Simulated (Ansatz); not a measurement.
# CH₆BNSi: basis-set convergence

Aim: see how fast density functionals converge with the basis set for CH₆BNSi.

Computed with Ansatz 0.2.0, Gaussian basis. Level: one geometry, several basis sets.

Plan: PBE0-D4/def2-SVP; ωB97M-V/def2-SVP; PBE0-D4/def2-QZVPP; ωB97M-V/def2-QZVPP; the functionals' def2-TZVPP values are taken from earlier runs.

**1. The geometry**

The geometry comes from an earlier relaxation with PBE0-D4 in a triple-zeta def2 set; it is a stationary point, not always the lowest conformer.

SMILES `BN1C[SiH2]1`, 10 atoms, charge 0, spin multiplicity 1.

Atoms are counted from 1 here; the program's logs count them from 0.

Bond lengths: B1–N2 1.386 Å, B1–H5 1.199 Å, B1–H6 1.200 Å, N2–C3 1.484 Å, N2–Si4 1.714 Å, C3–Si4 1.837 Å, C3–H7 1.088 Å, C3–H8 1.088 Å, Si4–H9 1.478 Å, Si4–H10 1.478 Å. Angles: N2–B1–H5 118.6°, N2–B1–H6 119.6°, H5–B1–H6 121.7°, B1–N2–C3 134.1°, B1–N2–Si4 156.2°, C3–N2–Si4 69.7°, N2–C3–Si4 61.0°, N2–C3–H7 115.1°, N2–C3–H8 115.2°, Si4–C3–H7 120.7°, Si4–C3–H8 120.7°, H7–C3–H8 113.4°, N2–Si4–C3 49.3°, N2–Si4–H9 118.2°, N2–Si4–H10 118.2°, C3–Si4–H9 121.2°, C3–Si4–H10 121.2°, H9–Si4–H10 113.6°.

**2. PBE0-D4 in def2-SVP**

Contents of in.yaml:

```yaml
crystal:
  periodic: [false, false, false]
  atoms:
    - {symbol: B, position_ang: [-1.356037, 0.256417, -1.050352]}
    - {symbol: N, position_ang: [-0.250217, 0.123804, -0.224594]}
    - {symbol: C, position_ang: [0.336022, -1.002359, 0.544631]}
    - {symbol: Si, position_ang: [1.153241, 0.641875, 0.611100]}
    - {symbol: H, position_ang: [-1.579860, 1.325836, -1.543590]}
    - {symbol: H, position_ang: [-2.062007, -0.692360, -1.254059]}
    - {symbol: H, position_ang: [0.754002, -1.805926, -0.058082]}
    - {symbol: H, position_ang: [-0.267090, -1.356657, 1.377946]}
    - {symbol: H, position_ang: [0.982808, 1.534909, 1.777003]}
    - {symbol: H, position_ang: [2.372139, 0.923361, -0.176901]}
basis:
  gaussian: {orbitals: def2-SVP}
hamiltonian: {xc: pbe0, dispersion: d4}
output: {orbitals: {seedname: orbitals}}
```

Started as:

```sh
> ansatz run in.yaml --threads 2 --pin off --events-out ev --progress --plain --max-ram 4352MiB
```

The program printed:

```text
Functional definition: PBE0
  name "PBE0"
  cite "Adamo & Barone, J. Chem. Phys. 110, 6158 (1999) doi:10.1063/1.478522"
  cite "Perdew, Burke & Ernzerhof, Phys. Rev. Lett. 77, 3865 (1996) doi:10.1103/PhysRevLett.77.3865"
  parent pbe
  parameter a = 0.25
  parameter kappa = 0.804
  parameter beta = 0.06672455060314922
  exchange = (1 - a)*pbe_x(kappa = kappa, mu = beta*pi^2/3) + a*exact_x
  correlation = pbe_c(beta = beta)
1028 factors; their error is unknown
mean field evaluation 1: about -11159.9251 eV, gradient 4.9e1 eV
mean field evaluation 2: about -11148.8672 eV, gradient 8.2e1 eV
mean field evaluation 4: about -11165.7409 eV, gradient 4.0e0 eV
mean field evaluation 8: about -11165.7799 eV, gradient 3.0e-2 eV
mean field evaluation 16: about -11165.8210 eV, gradient 2.0e-5 eV
mean field -11165.82095783 eV, -410.3363517349 hartree, gradient 2.0e-5 eV, S^2 0.000000; 0 other end points of the search recorded, 0 dependent functions left out
reference -11165.82098661 eV, -410.3363527925 hartree; 19, 19 occupied and 71, 71 virtual orbitals, 1028 factors
Total energy: -11165.97927055 eV, -410.3421696200 hartree
```

It took 1 s on 2 threads of AMD EPYC 7B13, shared host.

**3. ωB97M-V in def2-SVP**

Changes to in.yaml since step 2:

```diff
@@ -15,3 +15,3 @@
   gaussian: {orbitals: def2-SVP}
-hamiltonian: {xc: pbe0, dispersion: d4}
+hamiltonian: {xc: {name: wB97M-V}}
 output: {orbitals: {seedname: orbitals}}
```

The command is unchanged.

The program printed, shortened:

```text
Functional definition: wB97M-V
  name "wB97M-V"
  cite "Mardirossian & Head-Gordon, J. Chem. Phys. 144, 214110 (2016) doi:10.1063/1.4952647"
  cite "Becke, J. Chem. Phys. 107, 8554 (1997) doi:10.1063/1.475007"
  cite "Vydrov & Van Voorhis, J. Chem. Phys. 133, 244103 (2010) doi:10.1063/1.3521275"
  # Of w^i u^j: cxij and so on, Table III.
[...]
  gx(w, u) = 1 - cx + cx01*u + cx10*w
  gss(w, u) = css00 + css04*u^4 + css10*w + css20*w^2 + css43*w^4*u^3
  gos(w, u) = cos00 + cos10*w + (cos20 + cos21*u)*w^2 + (cos60 + cos61*u)*w^6
[...]
      + integral(e_c_pw_mod_opposite_spin*gos(b97_w_opposite, b97_u_opposite)) + vv10(b, c)
1028 factors; their error is unknown
297 factors; integrals over basis functions are off by at most 1.2e-5 eV
[...]
mean field -11170.87521922 eV, -410.5220924153 hartree, gradient 6.7e-5 eV, S^2 0.000000; 0 other end points of the search recorded, 0 dependent functions left out
reference -11170.87526318 eV, -410.5220940306 hartree; 19, 19 occupied and 71, 71 virtual orbitals, 1028 factors
Total energy: -11170.87526318 eV, -410.5220940306 hartree
```

It took 3.5 s on 2 threads of AMD EPYC 7B13, shared host; peak memory 0.26 GiB.

**4. PBE0-D4 in def2-QZVPP**

Changes to in.yaml since step 3:

```diff
@@ -14,4 +14,4 @@
 basis:
-  gaussian: {orbitals: def2-SVP}
-hamiltonian: {xc: {name: wB97M-V}}
+  gaussian: {orbitals: "def2-QZVPP.json"}
+hamiltonian: {xc: pbe0, dispersion: d4}
 output: {orbitals: {seedname: orbitals}}
```

Same command.

The program printed:

```text
Functional definition: PBE0
  name "PBE0"
  cite "Adamo & Barone, J. Chem. Phys. 110, 6158 (1999) doi:10.1063/1.478522"
  cite "Perdew, Burke & Ernzerhof, Phys. Rev. Lett. 77, 3865 (1996) doi:10.1103/PhysRevLett.77.3865"
  parent pbe
  parameter a = 0.25
  parameter kappa = 0.804
  parameter beta = 0.06672455060314922
  exchange = (1 - a)*pbe_x(kappa = kappa, mu = beta*pi^2/3) + a*exact_x
  correlation = pbe_c(beta = beta)
1300 factors; their error is unknown
mean field evaluation 1: about -11163.3755 eV, gradient 6.5e1 eV
mean field evaluation 2: about -11139.2603 eV, gradient 1.1e2 eV
mean field evaluation 4: about -11172.6854 eV, gradient 6.7e0 eV
mean field evaluation 8: about -11172.7860 eV, gradient 2.5e-1 eV
mean field -11172.78604191 eV, -410.5923138537 hartree, gradient 4.1e-5 eV, S^2 0.000000; 0 other end points of the search recorded, 0 dependent functions left out
reference -11172.78608639 eV, -410.5923154883 hartree; 19, 19 occupied and 402, 402 virtual orbitals, 1300 factors
Total energy: -11172.94437033 eV, -410.5981323158 hartree
```

It took 8 s on 2 threads of AMD EPYC 7B13, shared host; peak memory 1.1 GiB.

**5. ωB97M-V in def2-QZVPP**

Changes to in.yaml since step 4:

```diff
@@ -15,3 +15,3 @@
   gaussian: {orbitals: "def2-QZVPP.json"}
-hamiltonian: {xc: pbe0, dispersion: d4}
+hamiltonian: {xc: {name: wB97M-V}}
 output: {orbitals: {seedname: orbitals}}
```

Same command.

The program printed, shortened:

```text
Functional definition: wB97M-V
  name "wB97M-V"
  cite "Mardirossian & Head-Gordon, J. Chem. Phys. 144, 214110 (2016) doi:10.1063/1.4952647"
  cite "Becke, J. Chem. Phys. 107, 8554 (1997) doi:10.1063/1.475007"
  cite "Vydrov & Van Voorhis, J. Chem. Phys. 133, 244103 (2010) doi:10.1063/1.3521275"
  # Of w^i u^j: cxij and so on, Table III.
[...]
  gx(w, u) = 1 - cx + cx01*u + cx10*w
  gss(w, u) = css00 + css04*u^4 + css10*w + css20*w^2 + css43*w^4*u^3
  gos(w, u) = cos00 + cos10*w + (cos20 + cos21*u)*w^2 + (cos60 + cos61*u)*w^6
[...]
      + integral(e_c_pw_mod_opposite_spin*gos(b97_w_opposite, b97_u_opposite)) + vv10(b, c)
1280 factors; their error is unknown
362 factors; integrals over basis functions are off by at most 9.1e-6 eV
[...]
mean field -11178.00894444 eV, -410.7842519814 hartree, gradient 1.6e-5 eV, S^2 0.000000; 0 other end points of the search recorded, 0 dependent functions left out
reference -11178.00901623 eV, -410.7842546199 hartree; 19, 19 occupied and 402, 402 virtual orbitals, 1280 factors
Total energy: -11178.00901623 eV, -410.7842546199 hartree
```

Wall time 19 s (2 threads of AMD EPYC 7B13, shared host); peak memory 1.4 GiB.

**6. Functionals by basis**

The def2-TZVPP values come from earlier runs at the same geometry.

| functional | basis | functions | energy (eV) | from the largest (eV) | HOMO (eV) | LUMO (eV) |
| --- | --- | --- | --- | --- | --- | --- |
| PBE0-D4 | def2-SVP | 90 | -11165.9793 | 6.965 | -8.00 | -0.06 |
| PBE0-D4 | def2-TZVPP | 219 | -11172.4746 | 0.470 | -8.04 | -0.42 |
| PBE0-D4 | def2-QZVPP | 421 | -11172.9444 | 0.000 | -8.05 | -0.53 |
| ωB97M-V | def2-SVP | 90 | -11170.8753 | 7.134 | -10.27 | 1.91 |
| ωB97M-V | def2-TZVPP | 219 | -11177.5739 | 0.435 | -10.33 | 1.29 |
| ωB97M-V | def2-QZVPP | 421 | -11178.0090 | 0.000 | -10.34 | 1.00 |

**7. What came out**

```
                                       quantity          value
PBE0-D4: double and triple zeta above quadruple  6.97, 0.47 eV
ωB97M-V: double and triple zeta above quadruple  7.13, 0.44 eV
```

What this shows: For PBE0-D4 the step from double to triple zeta gains 6.50 eV and the next only 0.47 eV. These are total energies; as a rule much of such shifts cancels in differences, which this series doesn't test. The LUMO of ωB97M-V is positive and keeps falling with the basis (1.91 to 1.00 eV): an unbound level that the basis holds in place.

For PBE0-D4 the largest set took about 8 times as long as the smallest (8 s against 1 s).
